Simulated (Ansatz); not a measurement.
# CrO2: further runs on the relaxed cell

One table from this session's results is given with a row withheld; the runs are named, their logs left out.

Program: Ansatz 0.2.0. Level of theory: DFT PBEsol, scalar-relativistic, plane waves, PAW. These are calculated values, not measurements.

1 further run of the same task is left out (set aside as unsound or not needed).

## The structure to begin with

Symmetry: P4_2/mnm, No. 136, tetragonal system. The conventional cell has a = 4.392 Å, b = 4.392 Å, c = 2.888 Å, α = 90.00°, β = 90.00°, γ = 90.00°. Cr (site symmetry mmm) is surrounded by 6 O at 1.88 to 1.89 Å. Around O (site symmetry m2m) lie 3 Cr at 1.88 to 1.89 Å.

Coordinates:

```
CELL_PARAMETERS angstrom
4.39239 0.00000 0.00000
0.00000 4.39239 0.00000
0.00000 0.00000 2.88765
ATOMIC_POSITIONS crystal
Cr 0.00000 0.00000 0.00000
Cr 0.50000 0.50000 0.50000
O 0.30330 0.30330 0.00000
O 0.19670 0.80330 0.50000
O 0.69670 0.69670 0.00000
O 0.80330 0.19670 0.50000
```

It is the result of an earlier relaxation at this level (volume 9.29 Å³/atom; gap on the mesh: none (metal), site moments up to 1.7 μB).

The first run:

Input file input.yaml:

```yaml
crystal:
  lattice:
    - [4.3923854861, 0.0, 0.0]
    - [0.0, 4.3923854861, 0.0]
    - [0.0, 0.0, 2.8876482207]
  atoms:
    - { symbol: Cr, position: [0.0, 0.0, 0.0], spin: 1.87 }
    - { symbol: Cr, position: [0.5, 0.5, 0.5], spin: 1.87 }
    - { symbol: O, position: [0.3033029573, 0.3033029573, 0.0] }
    - { symbol: O, position: [0.1966970427, 0.8033029573, 0.5] }
    - { symbol: O, position: [0.6966970427, 0.6966970427, 0.0] }
    - { symbol: O, position: [0.8033029573, 0.1966970427, 0.5] }
basis:
  ecutwfc: 420
kpoints:
  mp_grid: { grid: [8, 8, 12] }
  band_path:
    path:
      - [[0.0, 0.0, 0.0], [0.0, 0.5, 0.0], [0.5, 0.5, 0.0], [0.0, 0.0, 0.0], [0.0, 0.0, 0.5], [0.0, 0.5, 0.5], [0.5, 0.5, 0.5], [0.0, 0.0, 0.5]]
      - [[0.0, 0.5, 0.0], [0.0, 0.5, 0.5]]
      - [[0.5, 0.5, 0.0], [0.5, 0.5, 0.5]]
    npoints: 14
hamiltonian:
  xc: pbesol
scf:
  occupations: { method: gaussian, width: 0.1 }
  n_extra_bands: 15
output:
  forces: true
  stress: true
  eigenvalues: true
  populations: true
  dos: { projected: true, de: 0.02, nscf_kmesh: { grid: [12, 12, 18] } }
  bader: true
magnetization:
  spin_polarized: true
checkpoint:
  read: start.run
  write: ck
  compress: false
  write_wavefunctions: false
  write_every: 100000
```

Started as:

```sh
$ ansatz run input.yaml --threads 2 --pin off --max-ram 5120MiB --backend cpu --events-out ev --progress --plain --runs-dir out
```

Steps of the session up to this table: Bands, states and charges; Volume × 0.97; Point at V/V0 = 1.03; Volume × 0.94; Point at V/V0 = 1.06.

One table of the session follows, with a row left open; its other results are not shown here.

It belongs to the step «Energy against volume». 

| volume (Å³/atom) | energy above the lowest point (meV/atom) | pressure (GPa) | largest moment (μB) |
| --- | --- | --- | --- |
| 8.728 | 30.1 | 18.37 | 1.63 |
| 9.007 | 7.1 | 8.39 | 1.67 |
| 9.285 | 0.0 | -0.01 | 1.70 |
| 9.564 | ? | ? | ? |
| 9.842 | 23.8 | -12.86 | 1.76 |

Estimate the missing values for volume (Å³/atom) = 9.564.

Worked estimate for «energy above the lowest point (meV/atom)». A straight line through the neighbours (9.285, 0.0) and (9.842, 23.8) gives 0.0 + (23.8 − 0.0) × (9.564 − 9.285) / (9.842 − 9.285) = 11.9; a parabola fitted to 3 rows on both sides gives 5.6.

**Answer.** energy above the lowest point (meV/atom): 6.3; pressure (GPa): -7.04; largest moment (μB): 1.73. In «energy above the lowest point (meV/atom)» the line misses by +5.6 and the parabola by -0.7.

To keep in mind: Warnings in the runs' records: stability check not made.
